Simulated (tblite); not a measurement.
# C3H8O2Si2: the cost of one run

The runs use tblite 0.8.0 and PySCF 2.14.0, with density-fitted response routines of our own; the level of theory stands in each step. All values are computed, except where a source is named. Atoms are numbered from 0 throughout.

## Step 1: The starting structure

15 atoms, charge 0, multiplicity 1; geometry from: force field or distance geometry start.

Bonds of the start (Å): C0–C1 1.20, C1–C2 1.50, C2–Si3 1.87, Si3–O4 1.69, O4–Si5 1.71, Si5–O6 1.71, C0–H7 1.07, C2–H8 1.09, C2–H9 1.12, Si3–H10 1.47, Si3–H11 1.46, Si5–H12 1.47, Si5–H13 1.49, O6–H14 0.98.

## Step 2: Optimising the geometry with GFN2-xTB

What the job is given:

```
{"job": {"kind": "relax", "xc": "GFN2-xTB", "basis": "xTB"}, "charge": 0, "multiplicity": 1}
C     -3.124700     1.080000    -0.426500
C     -2.446300     0.097200    -0.327900
C     -1.590400    -1.124200    -0.176100
Si    -0.014600    -0.712700     0.736000
O      1.284200    -0.988700    -0.311100
Si     2.551900     0.147500    -0.123200
O      1.997200     1.765500    -0.009200
H     -3.716200     1.961900    -0.511300
H     -1.315000    -1.450800    -1.182100
H     -2.173800    -1.926100     0.336100
H      0.006700    -1.550400     1.946500
H     -0.128400     0.672100     1.184300
H      3.406500     0.039300    -1.308900
H      3.443800    -0.196100     1.021300
H      1.814700     2.193500    -0.869800
```

Command:

```bash
OMP_NUM_THREADS=1 python probes_run.py task.json out
```

The driver reads the jobs from task.json and runs them one after another.

**Question.** How long does this first job take on 1 thread of Arm Neoverse N1, shared host, and how much memory does it need?

About 2.6 s, with a peak of 0.18 GiB.
